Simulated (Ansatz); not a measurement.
# NaLa2: the cost of one run

Method: DFT PBE, scalar-relativistic, plane waves, PAW, in Ansatz 0.2.0.

1 further run of the same task is left out (it didn't finish).

**1. The starting structure**

It takes space group Fm-3m (No. 225, cubic). Conventional cell: a = 6.457 Å, b = 6.457 Å, c = 6.457 Å, α = 90.00°, β = 90.00°, γ = 90.00°. Na (site symmetry m-3m) has 8 La at 2.80 Å as nearest neighbours. La (site symmetry -43m) is surrounded by 4 Na at 2.80 Å.

Coordinates:

```
CELL_PARAMETERS angstrom
0.00000 3.22844 3.22844
3.22844 0.00000 3.22844
3.22844 3.22844 0.00000
ATOMIC_POSITIONS crystal
Na 0.00000 0.00000 0.00000
La 0.25000 0.25000 0.25000
La 0.75000 0.75000 0.75000
```

Recipe of the guess: species swapped into a database cell of LuH2 (Fm-3m, No. 225), with Na on the Lu sites and La on the H sites. The dimensions are guesses.

**2. The guess as it stands, on a coarse mesh**

input.yaml reads:

```yaml
crystal:
  lattice:
    - [0.0, 3.228435, 3.228435]
    - [3.228435, 0.0, 3.228435]
    - [3.228435, 3.228435, 0.0]
  atoms:
    - { symbol: Na, position: [0.0, 0.0, 0.0] }
    - { symbol: La, position: [0.25, 0.25, 0.25] }
    - { symbol: La, position: [0.75, 0.75, 0.75] }
basis:
  ecutwfc: 420
kpoints:
  mp_grid: { grid: [6, 6, 6] }
hamiltonian:
  xc: pbe
scf:
  occupations: { method: gaussian, width: 0.1 }
  lower_state_search: "off"
output:
  forces: true
  stress: true
  eigenvalues: true
```

Started as:

```sh
ansatz run input.yaml --threads 1 --pin off --max-ram 2048MiB --backend cpu --events-out ev --progress --plain --runs-dir out
```

**Question.** How long does this run take on 1 thread of Arm Neoverse V1, shared host, and how much memory does it need?

About 2.4 s, with a peak of 0.33 GiB.
